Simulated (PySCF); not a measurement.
**BeH: the SCF solver's settings**

Aim: find out which solver settings change the answer for BeH.

Method: method and basis as typed in the scripts; program: PySCF 2.14.0.

### 1 The system as given

BeH: 2 atoms, charge 0, spin multiplicity 2.

Bond lengths: Be1–H2 1.152 Å.

### 2 Base script

The input, input.py:

```python
from pyscf import gto, dft

mol = gto.M(
    atom='Be 0 0 0; H 0 0 1.152',
    basis='6-311g**',
    charge=0,
    spin=1,
    verbose=3,
)
mf = dft.UKS(mol, xc='r2scan')
mf.kernel()
mf.analyze()
print('orbital energies (hartree):', [e[max(0, n-3):n+3].round(4) for e, n in zip(mf.mo_energy, mol.nelec)])
```

On the command line:

```sh
OMP_NUM_THREADS=1 python input.py
```

Its log is not repeated here.

Base result: E(SCF) = -15.228838 Eh, ⟨S²⟩ = 0.751, μ = 0.02 D.

The bond length is a typed value, not an optimised one.

### 3 Point-group symmetry on

Variant 1 changes point-group symmetry: off → on.

The input, input.py:

```python
from pyscf import gto, dft

mol = gto.M(
    atom='Be 0 0 0; H 0 0 1.152',
    basis='6-311g**',
    charge=0,
    spin=1,
    symmetry=True,
    verbose=3,
)
mf = dft.UKS(mol, xc='r2scan')
mf.kernel()
mf.analyze()
print('orbital energies (hartree):', [e[max(0, n-3):n+3].round(4) for e, n in zip(mf.mo_energy, mol.nelec)])
```

On the command line:

```sh
OMP_NUM_THREADS=1 python input.py
```

### 4 Damping 0.2

Variant 2 changes damping: none → 0.2.

input.py, as its differences from that of step 2:

```diff
@@ -10,2 +10,4 @@
 mf = dft.UKS(mol, xc='r2scan')
+mf.damp = 0.2
+mf.diis_start_cycle = 8
 mf.kernel()
```

### 5 Smearing width 0.01 hartree

Variant 3 changes smearing width: none → 0.01 hartree.

input.py, as its differences from that of step 2:

```diff
@@ -1,2 +1,2 @@
-from pyscf import gto, dft
+from pyscf import gto, dft, scf
 
@@ -10,2 +10,3 @@
 mf = dft.UKS(mol, xc='r2scan')
+mf = scf.addons.smearing_(mf, sigma=0.01, method='fermi')
 mf.kernel()
```

### 6 Convergence threshold 1e-05 hartree

Variant 4 changes convergence threshold: default → 1e-05 hartree.

input.py, as its differences from that of step 2:

```diff
@@ -10,2 +10,3 @@
 mf = dft.UKS(mol, xc='r2scan')
+mf.conv_tol = 1e-05
 mf.kernel()
```

### 7 Second-order solver on

Variant 5 changes second-order solver: off → on.

input.py, as its differences from that of step 2:

```diff
@@ -10,2 +10,3 @@
 mf = dft.UKS(mol, xc='r2scan')
+mf = mf.newton()
 mf.kernel()
```

Q: Predict the outcome of this session. Wanted: for each run, E(SCF); from base; gap, α spin; SCF dipole.

As calculated:

```
                                run  E(SCF) (hartree)  from base (eV)  gap, α spin (eV)  SCF dipole (D)
                               base        -15.228838               0              3.04            0.02
            point-group symmetry on        -15.228838          0.0000              3.04            0.02
                        damping 0.2        -15.228838          0.0000              3.04            0.02
        smearing width 0.01 hartree        -15.200299  not comparable               n/a            0.21
convergence threshold 1e-05 hartree        -15.228838          0.0000              3.04            0.02
             second-order solver on        -15.228838          0.0000              3.04            0.02
```

What this shows: With point-group symmetry on or damping 0.2 or convergence threshold 1e-05 hartree or second-order solver on the SCF ends at the base energy.
